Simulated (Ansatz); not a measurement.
# ZnH₂S₂: taking an electron away

The task here is to estimate one member of a computed series from the others.

Computed with Ansatz 0.2.0, Gaussian basis. Level: unrestricted cation, the program's frozen cores in correlated methods.

Levels to be run: UKS PBE-D4/def2-TZVPP; UKS r2SCAN-D4/def2-TZVPP; UKS PBE0-D4/def2-TZVPP; UKS B3LYP-D4/def2-TZVPP; UKS wB97X-V/def2-TZVPP; UKS wB97M-V/def2-TZVPP; UKS B2PLYP (frozen core with 3s3p of Cu, Zn)/def2-TZVPP; UHF-CCSD(T) with 3s3p of Cu, Zn/def2-TZVPP; UHF-CCSD(T) with 3s3p of Cu, Zn/def2-QZVPP; extrapolation to the limit; then −ε(HOMO) from the neutral's earlier runs with LDA (SPW92), PBE-D4, revPBE-D4, BLYP-D4, r2SCAN-D4, B97M-V, PBE0-D4, B3LYP-D4, r2SCANh-D4, r2SCAN0-D4, HSE06-D4, BHLYP-D4, CAM-B3LYP-D4, LC-ωPBE, ωB97X-V, ωB97M-V.

## The geometry

The geometry comes from an earlier relaxation with PBE0-D4 in a triple-zeta def2 set; it is a stationary point.

SMILES `[SH][Zn][SH]`, 5 atoms, charge 0, spin multiplicity 1.

Atoms are counted from 1 here; the program's logs count them from 0.

Bond lengths: S1–Zn2 2.162 Å, S1–H4 1.345 Å, Zn2–S3 2.162 Å, S3–H5 1.345 Å. Angles: Zn2–S1–H4 92.8°, S1–Zn2–S3 178.9°, Zn2–S3–H5 92.8°.

Geometry (Å):

```
atom    x (Å)    y (Å)    z (Å)
  S1  -0.7265   0.3145  -2.0497
 Zn2   0.1288   0.3218  -0.0645
  S3   0.9980   0.3686   1.9140
  H4  -1.8832  -0.2206  -1.6200
  H5   1.5328  -0.8579   1.7789
```

The first run:

Input file in.yaml:

```yaml
crystal:
  periodic: [false, false, false]
  atoms:
    - {symbol: S, position_ang: [-0.726536, 0.314488, -2.049692]}
    - {symbol: Zn, position_ang: [0.128793, 0.321847, -0.064535]}
    - {symbol: S, position_ang: [0.997994, 0.368617, 1.914046]}
    - {symbol: H, position_ang: [-1.883162, -0.220608, -1.619994]}
    - {symbol: H, position_ang: [1.532812, -0.857945, 1.778875]}
basis:
  gaussian: {orbitals: def2-TZVPP}
total_charge: 1
magnetization: {spin_polarized: true, initial_magnetization: 1}
hamiltonian: {xc: pbe, dispersion: d4}
```

Run with:

```sh
> ansatz run in.yaml --threads 2 --pin off --events-out ev --progress --plain --max-ram 32768MiB --backend cpu
```

Steps of the session up to this table: Cation, UKS PBE-D4/def2-TZVPP; Cation, UKS r2SCAN-D4/def2-TZVPP; Cation, UKS PBE0-D4/def2-TZVPP; Cation, UKS B3LYP-D4/def2-TZVPP; Cation, UKS wB97X-V/def2-TZVPP; Cation, UKS wB97M-V/def2-TZVPP; Cation, UKS B2PLYP (frozen core with 3s3p of Cu, Zn)/def2-TZVPP; Cation, UHF-CCSD(T) with 3s3p of Cu, Zn/def2-TZVPP; Cation, UHF-CCSD(T) with 3s3p of Cu, Zn/def2-QZVPP.

One of the session's tables, all rows but one given; the rest of the session is left out.

It belongs to the step «Ionisation energies side by side». For comparison, −ε(HOMO) of the neutral from earlier runs:

| functional | −ε(HOMO) (eV) |
| --- | --- |
| LDA (SPW92) | 6.49 |
| PBE-D4 | 6.34 |
| revPBE-D4 | 6.28 |
| BLYP-D4 | 6.16 |
| r2SCAN-D4 | 6.61 |
| B97M-V | 6.64 |
| PBE0-D4 | 7.53 |
| B3LYP-D4 | 7.27 |
| r2SCANh-D4 | 7.05 |
| r2SCAN0-D4 | 7.71 |
| HSE06-D4 | 7.13 |
| BHLYP-D4 | ? |
| CAM-B3LYP-D4 | 8.84 |
| LC-ωPBE | 10.27 |
| ωB97X-V | 9.89 |
| ωB97M-V | 9.72 |

Q: Estimate the row for BHLYP-D4 from the others.

Worked estimate for «−ε(HOMO) (eV)». Against the share of exact exchange, BLYP-D4 (0, 6.16), B3LYP-D4 (0.2, 7.27) give a slope of 5.55 per unit share; at 0.5 the line stands at 8.93.

**Answer.** −ε(HOMO) (eV): 8.56. In «−ε(HOMO) (eV)» the line misses by +0.37.
